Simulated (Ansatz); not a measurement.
# LaMg2Si2: the cost of one run

Program: Ansatz 0.2.0. Level of theory: DFT PBEsol, scalar-relativistic, plane waves, PAW. These are calculated values, not measurements.

1 further run of the same task is left out (set aside as unsound or not needed).

## (1) The system as given

The cell holds 20 atoms (EuLa4Mg7Si8): a = 8.367 Å, b = 8.367 Å, c = 8.367 Å, α = 92.41°, β = 118.62°, γ = 118.62°.

As a file:

```cif
data_structure
_symmetry_space_group_name_H-M 'P 1'
_symmetry_Int_Tables_number 1
_cell_length_a 8.3672
_cell_length_b 8.3672
_cell_length_c 8.3672
_cell_angle_alpha 92.409
_cell_angle_beta 118.619
_cell_angle_gamma 118.619
_cell_volume 422.46
loop_
_atom_site_label
_atom_site_type_symbol
_atom_site_fract_x
_atom_site_fract_y
_atom_site_fract_z
_atom_site_occupancy
La1 La 0.00000 0.50000 0.50000 1
La2 La 0.00000 0.00000 0.00000 1
La3 La 0.50000 0.50000 0.00000 1
La4 La 0.50000 0.00000 0.50000 1
Eu1 Eu 0.25000 0.25000 0.50000 1
Mg1 Mg 0.25000 0.75000 0.00000 1
Mg2 Mg 0.75000 0.25000 0.00000 1
Mg3 Mg 0.75000 0.75000 0.50000 1
Mg4 Mg 0.75000 0.00000 0.25000 1
Mg5 Mg 0.75000 0.50000 0.75000 1
Mg6 Mg 0.25000 0.00000 0.75000 1
Mg7 Mg 0.25000 0.50000 0.25000 1
Si1 Si 0.00000 0.15052 0.65052 1
Si2 Si 0.00000 0.65052 0.15052 1
Si3 Si 0.50000 0.15052 0.15052 1
Si4 Si 0.50000 0.65052 0.65052 1
Si5 Si 0.00000 0.84948 0.34948 1
Si6 Si 0.00000 0.34948 0.84948 1
Si7 Si 0.50000 0.84948 0.84948 1
Si8 Si 0.50000 0.34948 0.34948 1
```

The host was relaxed before at PBEsol: a = 4.271 Å, b = 4.271 Å, c = 5.791 Å, α = 90.00°, β = 90.00°, γ = 90.00° (conventional cell), 21.123 Å³/atom.

Places, in fractions of the supercell: Eu in place of Mg at (0.250, 0.250, 0.500). The start keeps the symmetry of the ideal site.

## (2) The perfect crystal in the supercell of 20 atoms

input.yaml

```yaml
crystal:
  lattice:
    - [-4.2706129494, -4.2706129494, 5.7908491875]
    - [-4.2706129494, 4.2706129494, -5.7908491875]
    - [4.2706129494, -4.2706129494, -5.7908491875]
  atoms:
    - { symbol: La, position: [1.0, 0.5, 0.5] }
    - { symbol: La, position: [0.0, 0.0, 0.0] }
    - { symbol: La, position: [0.5, 0.5, 1.0] }
    - { symbol: La, position: [0.5, 0.0, 0.5] }
    - { symbol: Mg, position: [0.25, 0.25, 0.5] }
    - { symbol: Mg, position: [0.25, 0.75, 0.0] }
    - { symbol: Mg, position: [0.75, 0.25, 0.0] }
    - { symbol: Mg, position: [0.75, 0.75, 0.5] }
    - { symbol: Mg, position: [0.75, 0.0, 0.25] }
    - { symbol: Mg, position: [0.75, 0.5, 0.75] }
    - { symbol: Mg, position: [0.25, 0.0, 0.75] }
    - { symbol: Mg, position: [0.25, 0.5, 0.25] }
    - { symbol: Si, position: [0.0, 0.1505217073, 0.6505217073] }
    - { symbol: Si, position: [0.0, 0.6505217073, 0.1505217073] }
    - { symbol: Si, position: [0.5, 0.1505217073, 0.1505217073] }
    - { symbol: Si, position: [0.5, 0.6505217073, 0.6505217073] }
    - { symbol: Si, position: [0.0, 0.8494782927, 0.3494782927] }
    - { symbol: Si, position: [0.0, 0.3494782927, 0.8494782927] }
    - { symbol: Si, position: [0.5, 0.8494782927, 0.8494782927] }
    - { symbol: Si, position: [0.5, 0.3494782927, 0.3494782927] }
basis:
  ecutwfc: 420
  xc_grid: 2
kpoints:
  mp_grid: { grid: [4, 4, 4], shift: [0.5, 0.5, 0.5] }
hamiltonian:
  xc: pbesol
scf:
  occupations: { method: gaussian, width: 0.05 }
output:
  forces: true
  stress: true
  eigenvalues: true
```

Run with:

```console
$ ansatz run input.yaml --threads 8 --pin off --max-ram 14336MiB --backend cpu --events-out ev --progress --plain --runs-dir out
```

Q: Estimate wall time and peak memory on 8 threads of Intel Xeon 6975P-C (Granite Rapids), shared host.

About 3.4 s, with a peak of 2.3 GiB.
